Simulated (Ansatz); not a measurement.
# C: the cost of one run

All numbers below are computed with Ansatz 0.2.0 (DFT PBE+D3(BJ), plane waves, PAW, scalar-relativistic, no spin polarisation).

### 1 Starting point

The cell holds 16 atoms (C16): a = 5.132 Å, b = 5.132 Å, c = 5.132 Å, α = 60.00°, β = 60.00°, γ = 60.00°.

As a file:

```cif
data_structure
_symmetry_space_group_name_H-M 'P 1'
_symmetry_Int_Tables_number 1
_cell_length_a 5.1315
_cell_length_b 5.1315
_cell_length_c 5.1315
_cell_angle_alpha 60.000
_cell_angle_beta 60.000
_cell_angle_gamma 60.000
_cell_volume 95.55
loop_
_atom_site_label
_atom_site_type_symbol
_atom_site_fract_x
_atom_site_fract_y
_atom_site_fract_z
_atom_site_occupancy
C1 C 0.00000 0.00000 0.00000 1
C2 C 0.12500 0.12500 0.12500 1
C3 C 0.00000 0.00000 0.50000 1
C4 C 0.12500 0.12500 0.62500 1
C5 C 0.00000 0.50000 0.00000 1
C6 C 0.12500 0.62500 0.12500 1
C7 C 0.00000 0.50000 0.50000 1
C8 C 0.12500 0.62500 0.62500 1
C9 C 0.50000 0.00000 0.00000 1
C10 C 0.62500 0.12500 0.12500 1
C11 C 0.50000 0.00000 0.50000 1
C12 C 0.62500 0.12500 0.62500 1
C13 C 0.50000 0.50000 0.00000 1
C14 C 0.62500 0.62500 0.12500 1
C15 C 0.50000 0.50000 0.50000 1
C16 C 0.62500 0.62500 0.62500 1
```

### 2 Dynamics

100 steps of 1 fs under a Langevin thermostat, set from 300 K to 2000 K by a schedule.

The input, input.yaml:

```yaml
accuracy: low
crystal:
  lattice:
    - [0.0, 3.628535, 3.628535]
    - [3.628535, 0.0, 3.628535]
    - [3.628535, 3.628535, 0.0]
  atoms:
    - { symbol: C, position: [0.0, 0.0, 0.0] }
    - { symbol: C, position: [0.125, 0.125, 0.125] }
    - { symbol: C, position: [0.0, 0.0, 0.5] }
    - { symbol: C, position: [0.125, 0.125, 0.625] }
    - { symbol: C, position: [0.0, 0.5, 0.0] }
    - { symbol: C, position: [0.125, 0.625, 0.125] }
    - { symbol: C, position: [0.0, 0.5, 0.5] }
    - { symbol: C, position: [0.125, 0.625, 0.625] }
    - { symbol: C, position: [0.5, 0.0, 0.0] }
    - { symbol: C, position: [0.625, 0.125, 0.125] }
    - { symbol: C, position: [0.5, 0.0, 0.5] }
    - { symbol: C, position: [0.625, 0.125, 0.625] }
    - { symbol: C, position: [0.5, 0.5, 0.0] }
    - { symbol: C, position: [0.625, 0.625, 0.125] }
    - { symbol: C, position: [0.5, 0.5, 0.5] }
    - { symbol: C, position: [0.625, 0.625, 0.625] }
basis:
  ecutwfc: 420.0
kpoints:
  mp_grid: { grid: [4, 4, 4] }
hamiltonian:
  xc: pbe
  dispersion: d3bj
scf:
  occupations: { method: fermi_dirac, width: 0.17 }
  lower_state_search: "off"
md:
  timestep: 1
  n_steps: 100
  ensemble: nvt_langevin
  temperature: 300.0
  initial_velocities: maxwell_boltzmann
  seed: 571898
  friction: 0.02
  temperature_schedule: [{ n_steps: 100, end_temperature: 2000.0 }]
```

Launch:

```sh
> ansatz run input.yaml --threads 1 --pin off --max-ram 3072MiB --backend cpu --events-out ev --progress --plain --runs-dir out
```

**Question.** How long does this run take on 1 thread of an Arm CPU, shared host, and how much memory does it need?

About 15 min, with a peak of 0.52 GiB.
